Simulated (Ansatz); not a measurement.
# BGe+ (triplet): the correlation ladder, cc-pVTZ

How much of the correlation energy of BGe+ (triplet) does each wave-function method recover here?

Method: cc-pVTZ, core rule «outside noble gas», up to 15 orbitals frozen; program: Ansatz 0.2.0, Gaussian basis.

Plan: UHF; CCSD(T) on ROHF; CCSD(T) on UHF; BCCD(T) on ROHF; CISD; CCSDT(Q) on ROHF; CCSDT(Q) on UHF; CASSCF and MRCISD+Q, 6 electrons in 8 orbitals; CASSCF and NEVPT4(SD), 6 electrons in 8 orbitals; CASSCF and NEVPT2, 6 electrons in 8 orbitals; Full CI; Full CI in the symmetry of the determinant.

5 further runs of the same task are left out: 1 that didn't finish, 4 set aside as unsound or not needed.

## Step 1: What is computed

The geometry is a PBE0/def2-TZVP stationary point (not a proven minimum). No spin-orbit coupling is included. The filled d shell of Ge may be among the frozen orbitals whatever the setting's name suggests; the logs give the count.

2 atoms, charge 1, spin multiplicity 3.

Atoms are counted from 1 here; the program's logs count them from 0.

Bond lengths: Ge1–B2 2.179 Å.

## Step 2: UHF

File in.yaml:

```yaml
crystal:
  periodic: [false, false, false]
  atoms:
    - {symbol: Ge, position_ang: [0.000000, 0.000000, 0.000000]}
    - {symbol: B, position_ang: [0.000000, 0.000000, 2.178800]}
basis:
  gaussian: {orbitals: cc-pVTZ}
total_charge: 1
magnetization: {spin_polarized: true, initial_magnetization: 2}
hamiltonian: {xc: hf}
output: {orbitals: {seedname: orbitals}}
```

Launch:

```sh
$ ansatz run in.yaml --threads 1 --pin off --events-out ev --progress --plain --max-ram 3968MiB --backend cpu
```

The runs that follow: CCSD(T) on ROHF; CCSD(T) on UHF; BCCD(T) on ROHF; CISD; CCSDT(Q) on ROHF; CCSDT(Q) on UHF; CASSCF and MRCISD+Q, 6 electrons in 8 orbitals; CASSCF and NEVPT4(SD), 6 electrons in 8 orbitals; CASSCF and NEVPT2, 6 electrons in 8 orbitals; Full CI; Full CI in the symmetry of the determinant.

Before running them: what should the planned runs give, taken together? Wanted: FCI below the RHF energy; RMP2 from FCI; UMP2 from FCI; RCCSD from FCI; RCCSD(T) from FCI; UCCSD(T) from FCI; RCCSDT(Q) from FCI; UCCSDT(Q) from FCI; NEVPT2 valence from FCI.

The runs gave:

| quantity | value |
| --- | --- |
| FCI below the RHF energy | -3.9520 eV |
| RMP2 from FCI | +102.7 kJ/mol |
| UMP2 from FCI | +103.4 kJ/mol |
| RCCSD from FCI | +22.9 kJ/mol |
| RCCSD(T) from FCI | +5.3 kJ/mol |
| UCCSD(T) from FCI | +4.8 kJ/mol |
| RCCSDT(Q) from FCI | +0.2 kJ/mol |
| UCCSDT(Q) from FCI | -0.3 kJ/mol |
| NEVPT2 valence from FCI | +42.6 kJ/mol |
| NEVPT4(SD) valence from FCI | +4.1 kJ/mol |
| MRCISD+Q valence from FCI | -0.3 kJ/mol |
| levels within 1 kcal/mol (43 meV) | RCCSDT, UCCSDT, RCCSDT(Q), UCCSDT(Q), NEVPT4(SD) valence, MRCISD+Q valence |
| T1 diagnostic | 0.044 |
| effectively unpaired electrons | 2.11 |

RCCSD(T) lands +5.3 kJ/mol from the yardstick (1.4 % of the correlation energy). UCCSDT(Q), MRCISD+Q valence fall below full CI: unrestricted runs freeze a spin-polarised core, another one than full CI's, and coupled cluster isn't variational. The occupations are near whole numbers, but T1 = 0.044 shows that the orbitals relax strongly. Of the multireference levels listed MRCISD+Q valence comes nearest in total energy (-0.3 kJ/mol), which doesn't show that its space is the better one. These misses are within one basis, not against nature; the frozen cores of restricted and unrestricted runs differ, which can shift their rows.
